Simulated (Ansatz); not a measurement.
**C₂H₇GeN: up Jacob's ladder to CCSD(T)**

Aim: compute C₂H₇GeN with functionals from several rungs and with coupled cluster. The yardstick is the atomisation energy at the CCSD(T) limit.

The runs use Ansatz 0.2.0, Gaussian basis; functionals in def2-TZVPP, the program's frozen cores in correlated methods.

Plan: PBE-D4, r2SCAN-D4, PBE0-D4, B3LYP-D4, ωB97X-V, ωB97M-V, B2PLYP; CCSD(T)/def2-TZVPP; MP2/def2-QZVPP; extrapolation to the limit.

## 1. The geometry

An earlier PBE0-D4 in a triple-zeta def2 set relaxation fixed the geometry.

SMILES `C[C](=N)[GeH3]`, 11 atoms, charge 0, spin multiplicity 1.

Atoms are counted from 1 here; the program's logs count them from 0.

Bond lengths: C1–C2 1.496 Å, C1–H5 1.094 Å, C1–H6 1.091 Å, C1–H7 1.094 Å, C2–N3 1.267 Å, C2–Ge4 1.983 Å, N3–H8 1.020 Å, Ge4–H9 1.539 Å, Ge4–H10 1.539 Å, Ge4–H11 1.538 Å. Angles: C2–C1–H5 110.5°, C2–C1–H6 110.2°, C2–C1–H7 110.5°, H5–C1–H6 109.5°, H5–C1–H7 106.7°, H6–C1–H7 109.4°, C1–C2–N3 119.5°, C1–C2–Ge4 117.4°, N3–C2–Ge4 123.1°, C2–N3–H8 112.1°, C2–Ge4–H9 110.7°, C2–Ge4–H10 110.6°, C2–Ge4–H11 107.4°, H9–Ge4–H10 108.4°, H9–Ge4–H11 109.9°, H10–Ge4–H11 109.9°.

Coordinates:

```
C    -0.7613    1.3119    0.3486
C    -0.5459   -0.1479    0.1055
N    -1.5221   -0.9486    0.2149
Ge    1.2858   -0.7328   -0.3795
H    -0.1161    1.6647    1.1592
H    -1.8044    1.5004    0.6063
H    -0.4952    1.8917   -0.5408
H    -1.2498   -1.9133    0.0252
H     2.2833   -0.3732    0.7353
H     1.7463   -0.0518   -1.6800
H     1.2446   -2.2580   -0.5740
```

## 2. PBE-D4 (GGA)

Contents of in.yaml:

```yaml
crystal:
  periodic: [false, false, false]
  atoms:
    - {symbol: C, position_ang: [-0.761299, 1.311899, 0.348562]}
    - {symbol: C, position_ang: [-0.545870, -0.147934, 0.105492]}
    - {symbol: N, position_ang: [-1.522091, -0.948620, 0.214882]}
    - {symbol: Ge, position_ang: [1.285820, -0.732766, -0.379482]}
    - {symbol: H, position_ang: [-0.116103, 1.664714, 1.159167]}
    - {symbol: H, position_ang: [-1.804408, 1.500373, 0.606261]}
    - {symbol: H, position_ang: [-0.495216, 1.891688, -0.540777]}
    - {symbol: H, position_ang: [-1.249828, -1.913348, 0.025159]}
    - {symbol: H, position_ang: [2.283274, -0.373206, 0.735325]}
    - {symbol: H, position_ang: [1.746271, -0.051848, -1.679993]}
    - {symbol: H, position_ang: [1.244647, -2.257951, -0.573995]}
basis:
  gaussian: {orbitals: def2-TZVPP}
hamiltonian: {xc: pbe, dispersion: d4}
output: {forces: true, orbitals: {seedname: orbitals}}
```

Command:

```console
> ansatz run in.yaml --threads 4 --pin off --events-out ev --progress --plain --max-ram 10444MiB
```

After this run come: r2SCAN-D4 (meta-GGA); PBE0-D4 (hybrid); B3LYP-D4 (hybrid); ωB97X-V (range-separated); ωB97M-V (range-separated); B2PLYP (double hybrid); CCSD(T) in def2-TZVPP; MP2 in def2-QZVPP.

Q: Predict the results of all the runs planned. Wanted: atomisation energy, CCSD(T)/CBS; farthest; mean size of error, hybrid; mean size of error, range-separated; gap, smallest and largest; T1 diagnostic; triples share of the correlation energy.

The runs gave:

```
                               quantity                                           value
        atomisation energy, CCSD(T)/CBS                                       39.840 eV
    functionals within 0.398 eV (1.0 %)  r2SCAN-D4, PBE0-D4, B3LYP-D4, ωB97X-V, ωB97M-V
                               farthest                              PBE-D4 (+0.701 eV)
             mean size of error, hybrid                                        0.026 eV
    mean size of error, range-separated                                        0.082 eV
              gap, smallest and largest            4.16 eV (PBE-D4), 11.26 eV (ωB97X-V)
                          T1 diagnostic                                          0.0123
triples share of the correlation energy                                           4.0 %
```

**Reading.** PBE-D4 is off by +0.701 eV. Double hybrids carry the basis error of their MP2 part in triple zeta, and no dispersion term here, so their miss is partly the set-up's. The reference freezes the cores and leaves out relativity and excitations past (T), and its outer-core shells are covered unevenly, so misses under about 0.398 eV can't be ranked. Hartree-Fock recovers 71 % of the binding; the rest is correlation. The gap grows from 4.2 to 11.3 eV across the functionals, mostly with the share of exact exchange. Correlated methods include outer-core shells of Ge, which these sets cover unevenly.
